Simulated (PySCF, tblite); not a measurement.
# C₈H₆FN₃: geometry, infrared bands and NMR shifts

What infrared bands and NMR shifts should C₈H₆FN₃ (`Fc1ccc(-n2nccn2)cc1`) show?

Programs: tblite 0.8.0 and PySCF 2.14.0, with density-fitted response routines of our own. Each step states its level of theory. These are calculated values for one molecule in the gas phase, unless marked as measured. Atoms are numbered from 0 throughout.

### Step 1. Starting geometry

18 atoms, charge 0, multiplicity 1; geometry from: force field or distance geometry start.

Bonds of the start (Å): F0–C1 1.33, C1–C2 1.39, C2–C3 1.39, C3–C4 1.41, C4–N5 1.42, N5–N6 1.36, N6–C7 1.34, C7–C8 1.39, C8–N9 1.34, C4–C10 1.41, C10–C11 1.40, C11–C1 1.40, N9–N5 1.36, C2–H12 1.10, C3–H13 1.08, C7–H14 1.07, C8–H15 1.08, C10–H16 1.09, C11–H17 1.09.

### Step 2. Geometry optimisation with GFN2-xTB

Job settings and geometry (Å):

```
{"job": {"kind": "relax", "xc": "GFN2-xTB", "basis": "xTB"}, "charge": 0, "multiplicity": 1}
F     -4.230800     0.556700     0.147200
C     -2.917300     0.388900     0.091400
C     -2.066900     1.491800     0.081600
C     -0.692500     1.325000     0.020800
C     -0.155200     0.018400     0.011100
N      1.247900    -0.166400    -0.048700
N      1.822300    -1.401000    -0.076200
C      3.129900    -1.112100    -0.111700
C      3.311400     0.263900    -0.113600
N      2.119400     0.881500    -0.066100
C     -1.013100    -1.095000     0.025600
C     -2.397100    -0.908900     0.077900
H     -2.511200     2.493300     0.108600
H     -0.042000     2.193000     0.009100
H      3.851800    -1.903600    -0.143600
H      4.216600     0.846600    -0.131000
H     -0.613200    -2.103800     0.011300
H     -3.068600    -1.762000     0.094900
```

The run is started by

```
OMP_NUM_THREADS=1 python probes_run.py task.json out
```

One launch serves the whole session: the jobs run in the order shown.

**Question.** This job is followed by: GFN2-xTB harmonic vibrations, gas phase; GIAO PBE0/pcSseg-1 NMR shielding, non-relativistic, gas phase. What will the session give for the following? strongest single infrared mode (GFN2-xTB); zero-point energy (GFN2-xTB); ¹³C shifts against TMS (PBE0/pcSseg-1, means over atoms taken as alike); ¹H shifts against TMS (PBE0/pcSseg-1, means over atoms taken as alike); ¹⁹F shifts against CFCl3 (PBE0/pcSseg-1); ¹⁵N shifts against NH3 (PBE0/pcSseg-1, means over atoms taken as alike); surface potential, 1st and 99th percentile.

**Answer**, as computed:

```
                                                               quantity                                  value
                              strongest single infrared mode (GFN2-xTB)                  1487 cm⁻¹, 214 km/mol
                                           zero-point energy (GFN2-xTB)                          80.2 kcal/mol
¹³C shifts against TMS (PBE0/pcSseg-1, means over atoms taken as alike)  172.2, 139.9, 139.5, 125.8, 121.8 ppm
 ¹H shifts against TMS (PBE0/pcSseg-1, means over atoms taken as alike)                   8.76, 7.85, 7.47 ppm
                               ¹⁹F shifts against CFCl3 (PBE0/pcSseg-1)                             -116.9 ppm
¹⁵N shifts against NH3 (PBE0/pcSseg-1, means over atoms taken as alike)                       350.8, 285.9 ppm
                                  surface potential, 1st and 99th percentile                     -1.04 V and 1.23 V
```

What this shows: Over 17 steps the energy fell by 0.214 eV; of the close pairs, N5–N9 changed most, 1.363 to 1.317 Å. All 48 modes are real, so the xTB geometry is a minimum. The strongest single mode, at 1487 cm⁻¹, has its largest shares on C4, C1 and N5 (the list is cut at 3 atoms). GFN2-xTB is a fitted tight-binding method: band positions and strengths are rough. Its intensities can rank the bands wrongly. At PBE0/pcSseg-1: The largest span, 519 ppm, is at N6, N9, where the paramagnetic term is -407 ppm. NICS(1)zz of -25 ppm above the planar ring from C1 marks a diatropic (aromatic) ring current. NICS(1)zz of -30 ppm above the planar ring from N5 marks a diatropic (aromatic) ring current. By nearest atom (PBE0/pcSseg-1), the HOMO sits on C1, C4 about 16 % each; N5 11 % and the LUMO on N6, N9 about 15 % each; C1, C4 about 12 % each.
